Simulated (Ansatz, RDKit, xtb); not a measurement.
# Isomers of C5H5ClO2, a sample narrowed down

A sample of isomers of C5H5ClO2 is drawn. Aim: find which of them has the lowest free energy at 298.15 K, then its properties. The sample is small against all isomers, and the most stable one of this formula need not be in it.

The funnel: GFN2-xTB relaxations, single points with a density functional, relaxations at PBE0-D3(BJ)/def2-SVP, harmonic vibrations (at GFN2-xTB), and a last energy at a higher level. All values are calculated.

## (1) Possible bonding patterns

Isomers were taken from a list of plausible structures; this is a sample, not all of them. That gives 5 candidates.

```csv
label,SMILES,spin
c070,COc1occc1Cl,singlet
c085,COc1ccc(Cl)o1,singlet
c174,COc1cocc1Cl,singlet
c793,COc1coc(Cl)c1,singlet
c805,COc1ccoc1Cl,singlet
```

Candidates are built by distance geometry, with a force field where one applies, in up to four conformers (letters a to d).

Q: Predict the outcome of this search (final energies at CCSD(T)/def2-SVP + MP2/def2-TZVPP - MP2/def2-SVP).

| quantity | value |
| --- | --- |
| lowest structure found | COc1ccc(Cl)o1, singlet |
| next finalist | COc1occc1Cl, singlet, 2.0 kcal/mol higher in G |
| share at equilibrium, among the finalists | 96.1 % |

`COc1ccc(Cl)o1` comes out lowest. The margin, 2.0 kcal/mol, is modest. GFN2-xTB, HF/STO-3G, r2SCAN-D4/def2-SVP, PBE0-D3(BJ)/def2-SVP, HF/def2-SVP and MP2/def2-SVP already put its bonding pattern lowest among the structures in one piece. Lowest found is not proven lowest: the search is finite, and each finalist counts with one conformer. Only 5 drawn patterns were tried, so whole families of isomers are missing, and the result ranks this sample alone.
